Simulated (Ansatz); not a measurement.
Predict the output of the script below (the Python package of Ansatz (0.2.0)).

Contents of `ch4fsb.xyz`:
```text
7

C     0.03720    0.75850   -0.30250
Sb    0.30700   -1.33510   -0.43240
F     1.10570   -1.36220    1.37160
H     1.03190    1.34090   -0.43650
H    -0.45060    1.05100    0.65350
H    -0.70440    1.13300   -1.12310
H    -1.26560   -1.65410    0.22380
```

`run_adiabatic.py`
```python
'''Vertical and adiabatic ionisation of CH4FSb.'''

import ansatz
import numpy as np

config = {
    'basis': 'def2-SVP',
    'xc': 'PBE0',
    'dispersion': 'd3bj',
    'net_charge': 1,
}

system = ansatz.Crystal.molecule_from_extxyz('ch4fsb.xyz')

base = (
    system.calculation()
    .basis(gaussian=config['basis'])
    .functional(config['xc'], dispersion=config['dispersion'])
)
symbols = [site.symbol for site in system.cartesian_sites]
start = np.array([site.position_ang for site in system.cartesian_sites], dtype=float)
summary = base.relax(force_tolerance=0.01).run().report
end = np.array(summary['positions_ang'])

minimum = ansatz.Crystal.molecule()
for symbol, place in zip(symbols, end):
    minimum = minimum.atom(symbol, place.tolist())
ion = minimum.calculation()
ion = ion.basis(gaussian=config['basis'])
ion = ion.functional(config['xc'], dispersion=config['dispersion'])
ion = ion.charge(config['net_charge']).spin('collinear', total=1)
vertical = ion.run().report
settled = ion.relax(force_tolerance=0.01, max_steps=80).run().report
print(f'vertical ionisation energy   {vertical["free_energy_ev"] - summary["free_energy_ev"]:.3f} eV')
print(f'adiabatic, no zero point     {settled["free_energy_ev"] - summary["free_energy_ev"]:.3f} eV')
print(f'relaxation energy of the ion {vertical["free_energy_ev"] - settled["free_energy_ev"]:.3f} eV')
ionised = np.array(settled['positions_ang'])
print('final positions (A) and the move of each atom')
for symbol, xyz, old in zip(symbols, ionised, end):
    print(f'{symbol:2s} {xyz[0]:10.5f} {xyz[1]:10.5f} {xyz[2]:10.5f}   {np.linalg.norm(xyz - old):7.4f}')
```

```console
$ python run_adiabatic.py
vertical ionisation energy   9.572 eV
adiabatic, no zero point     9.154 eV
relaxation energy of the ion 0.418 eV
final positions (A) and the move of each atom
C     0.03574    0.92259   -0.32712    0.1154
Sb    0.21374   -1.20535   -0.22514    0.2417
F     1.07233   -1.49276    1.44072    0.1022
H     1.00744    1.34778   -0.61193    0.0699
H    -0.25127    1.21033    0.69830    0.1352
H    -0.74601    1.14980   -1.06648    0.0879
H    -1.27077   -2.00038    0.04605    0.3432
```

Reading the output:
- The energies are electronic: no zero-point or thermal terms, and the basis set is short of its limit. The product may relax into another structure. Each relaxation finds its nearest minimum, which needn't be the lowest.
- def2 sets replace the cores of elements past krypton by effective core potentials.
- Run time: 80 s on 1 thread of Arm Neoverse V1, with other jobs on the host, peak memory 0.27 GiB.
